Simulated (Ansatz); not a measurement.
# CHGa+ (quartet): wave-function methods side by side, cc-pVTZ

One table from this session's results is given with a row withheld; the runs are named, their logs left out.

Computed with Ansatz 0.2.0, Gaussian basis. Level: cc-pVTZ, core rule «outside noble gas», up to 15 orbitals frozen.

To be run: UHF; CCSD(T) on ROHF; CCSD(T) on UHF; BCCD(T) on ROHF; CCSDT(Q) on ROHF; CCSDT(Q) on UHF; CASSCF and MRCISD+Q, 7 electrons in 9 orbitals; CASSCF and MRCISD+Q(relaxed), 7 electrons in 9 orbitals; CASSCF and NEVPT2, 7 electrons in 9 orbitals.

7 further runs of the same task are left out: 4 for a known fault of the program, 3 set aside as unsound or not needed.

### The geometry

The geometry is a PBE0/def2-TZVP stationary point (not a proven minimum) of the parent state, kept for this charge and spin. No spin-orbit coupling is included. The filled d shell of Ga may be among the frozen orbitals whatever the setting's name suggests; the logs give the count.

3 atoms, charge 1, spin multiplicity 4.

Atoms are counted from 1 here; the program's logs count them from 0.

Bond lengths: C1–Ga2 1.902 Å, Ga2–H3 1.572 Å. Angles: C1–Ga2–H3 180.0°.

The first run:

Input file in.yaml:

```yaml
crystal:
  periodic: [false, false, false]
  atoms:
    - {symbol: C, position_ang: [0.000000, 0.000000, 1.791800]}
    - {symbol: Ga, position_ang: [0.000000, 0.000000, -0.109800]}
    - {symbol: H, position_ang: [0.000000, 0.000000, -1.682000]}
basis:
  gaussian: {orbitals: cc-pVTZ}
total_charge: 1
magnetization: {spin_polarized: true, initial_magnetization: 3}
hamiltonian: {xc: hf}
output: {orbitals: {seedname: orbitals}}
```

Run with:

```sh
$ ansatz run in.yaml --threads 1 --pin off --events-out ev --progress --plain --max-ram 2816MiB --backend cpu
```

Among the steps run: UHF; CCSD(T) on ROHF; CCSD(T) on UHF; BCCD(T) on ROHF; CCSDT(Q) on ROHF; CCSDT(Q) on UHF; CASSCF and MRCISD+Q, 7 electrons in 9 orbitals; CASSCF and MRCISD+Q(relaxed), 7 electrons in 9 orbitals; CASSCF and NEVPT2, 7 electrons in 9 orbitals.

One table of the session follows, with a row left open; its other results are not shown here.

| method | from UCCSDT(Q) (kJ/mol) |
| --- | --- |
| ROHF | +392.9 |
| UHF | +388.5 |
| RMP2 | +81.9 |
| UMP2 | +82.4 |
| RCCSD | ? |
| UCCSD | +16.3 |
| RCCSD(T) | +3.9 |
| UCCSD(T) | +3.6 |
| BCCD(T) | +3.7 |
| RCCSDT | +0.9 |
| UCCSDT | +0.6 |
| RCCSDT(Q) | +0.4 |
| UCCSDT(Q) | 0 |
| CASSCF valence | +234.9 |
| NEVPT2 valence | +54.8 |
| MRCISD valence | +10.5 |
| MRCISD+Q valence | +1.4 |
| MRCISD+Q(relaxed) valence | -2.4 |

Estimate the missing values for RCCSD.

As computed: from UCCSDT(Q) (kJ/mol): +16.7. In the column «from UCCSDT(Q) (kJ/mol)» it lies between UCCSD (+16.3) and NEVPT2 valence (+54.8).

Caveats from the session: Restricted and unrestricted rows rest on different reference determinants; where their highest levels disagree by more than a few hundredths of an eV, they describe different states and don't form one ladder.
